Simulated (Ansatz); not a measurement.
# C5H8BClO3: a ladder of functionals and wavefunction methods

One table from this session's results is given with a row withheld; the runs are named, their logs left out.

The runs use Ansatz 0.2.0, Gaussian basis; functionals in def2-TZVPP, the program's frozen cores in correlated methods.

Plan: LDA (SPW92), PBE-D4, revPBE-D4, BLYP-D4, r2SCAN-D4, B97M-V, PBE0-D4, B3LYP-D4, r2SCANh-D4, r2SCAN0-D4, HSE06-D4, BHLYP-D4, CAM-B3LYP-D4, LC-ωPBE, ωB97X-V, ωB97M-V, B2PLYP, PBE-QIDH; CCSD(T)/def2-SVP; CCSD(T)/def2-TZVPP; MP2/def2-QZVPP; extrapolation to the limit; RPA on PBE.

## The relaxed structure

All runs share one geometry, relaxed beforehand with PBE0-D4 in a triple-zeta def2 set.

SMILES `CC1=CC(C)=[O+][B-](O)(Cl)O1`, 18 atoms, charge 0, spin multiplicity 1.

Atoms are counted from 1 here; the program's logs count them from 0.

Bond lengths: C1–C2 1.484 Å, C1–H11 1.088 Å, C1–H12 1.092 Å, C1–H13 1.094 Å, C2–C3 1.388 Å, C2–O10 1.281 Å, C3–C4 1.388 Å, C3–H14 1.079 Å, C4–C5 1.484 Å, C4–O6 1.281 Å, C5–H15 1.094 Å, C5–H16 1.088 Å, C5–H17 1.092 Å, O6–B7 1.520 Å, B7–O8 1.386 Å, B7–Cl9 1.846 Å, B7–O10 1.520 Å, O8–H18 0.959 Å. Angles: C2–C1–H11 112.1°, C2–C1–H12 109.6°, C2–C1–H13 108.4°, H11–C1–H12 110.1°, H11–C1–H13 109.4°, H12–C1–H13 107.0°, C1–C2–C3 122.8°, C1–C2–O10 115.5°, C3–C2–O10 121.7°, C2–C3–C4 118.1°, C2–C3–H14 120.7°, C4–C3–H14 120.7°, C3–C4–C5 122.8°, C3–C4–O6 121.7°, C5–C4–O6 115.5°, C4–C5–H15 108.4°, C4–C5–H16 112.1°, C4–C5–H17 109.6° and more.

The first run:

File in.yaml:

```yaml
crystal:
  periodic: [false, false, false]
  atoms:
    - {symbol: C, position_ang: [1.492029, -2.091458, -0.763895]}
    - {symbol: C, position_ang: [0.790259, -0.898161, -0.230160]}
    - {symbol: C, position_ang: [-0.267452, -0.290336, -0.892350]}
    - {symbol: C, position_ang: [-0.989001, 0.684449, -0.217211]}
    - {symbol: C, position_ang: [-2.260461, 1.245877, -0.736378]}
    - {symbol: O, position_ang: [-0.609289, 1.137747, 0.918882]}
    - {symbol: B, position_ang: [0.799694, 0.890382, 1.431571]}
    - {symbol: O, position_ang: [0.865314, 0.952831, 2.814167]}
    - {symbol: Cl, position_ang: [1.901898, 2.136017, 0.630801]}
    - {symbol: O, position_ang: [1.205416, -0.476428, 0.905682]}
    - {symbol: H, position_ang: [1.012090, -2.483637, -1.658247]}
    - {symbol: H, position_ang: [1.538427, -2.863872, 0.006454]}
    - {symbol: H, position_ang: [2.522960, -1.809975, -0.997419]}
    - {symbol: H, position_ang: [-0.604893, -0.661895, -1.847316]}
    - {symbol: H, position_ang: [-2.103916, 2.304759, -0.961597]}
    - {symbol: H, position_ang: [-2.600333, 0.731075, -1.632716]}
    - {symbol: H, position_ang: [-3.027086, 1.194173, 0.039375]}
    - {symbol: H, position_ang: [0.296843, 0.309951, 3.241956]}
basis:
  gaussian: {orbitals: def2-TZVPP}
hamiltonian: {xc: lda}
output: {orbitals: {seedname: orbitals}}
```

The run is started by

```sh
$ ansatz run in.yaml --threads 4 --pin off --events-out ev --progress --plain --max-ram 66560MiB --backend cuda --devices 0, --max-vram 37GiB
```

Among the steps run: LDA; PBE-D4 (GGA); revPBE-D4 (GGA); BLYP-D4 (GGA); r2SCAN-D4 (meta-GGA); B97M-V (meta-GGA); B3LYP-D4 (hybrid); r2SCANh-D4 (hybrid); r2SCAN0-D4 (hybrid); HSE06-D4 (hybrid); BHLYP-D4 (hybrid); CAM-B3LYP-D4 (range-separated); LC-ωPBE (range-separated); ωB97X-V (range-separated); ωB97M-V (range-separated); B2PLYP (double hybrid); PBE-QIDH (double hybrid).

One of the session's tables, all rows but one given; the rest of the session is left out.

It belongs to the step «Frontier levels by functional». 

| functional | HOMO (eV) | LUMO (eV) | gap (eV) |
| --- | --- | --- | --- |
| LDA (SPW92) | -6.58 | -3.38 | 3.20 |
| PBE-D4 | -6.42 | -3.14 | 3.28 |
| revPBE-D4 | -6.35 | -3.05 | 3.30 |
| BLYP-D4 | -6.26 | -3.02 | 3.24 |
| r2SCAN-D4 | -6.74 | -3.02 | 3.72 |
| B97M-V | -6.84 | -2.93 | 3.91 |
| PBE0-D4 | -7.75 | -2.29 | 5.46 |
| B3LYP-D4 | -7.53 | -2.51 | 5.02 |
| r2SCANh-D4 | -7.25 | -2.70 | 4.54 |
| r2SCAN0-D4 | ? | ? | ? |
| HSE06-D4 | -7.35 | -2.67 | 4.68 |
| BHLYP-D4 | -8.81 | -1.26 | 7.55 |
| CAM-B3LYP-D4 | -9.06 | -1.21 | 7.85 |
| LC-ωPBE | -10.32 | -0.13 | 10.19 |
| ωB97X-V | -10.00 | -0.14 | 9.86 |
| ωB97M-V | -9.91 | -0.19 | 9.72 |

Q: Estimate the row for r2SCAN0-D4 from the others.

Worked estimate for «HOMO (eV)». Against the share of exact exchange, r2SCAN-D4 (0, -6.74), r2SCANh-D4 (0.1, -7.25) give a slope of -5.10 per unit share; at 0.25 the line stands at -8.01.

**Answer.** HOMO (eV): -7.93; LUMO (eV): -2.22; gap (eV): 5.71. In «HOMO (eV)» the line misses by -0.08.
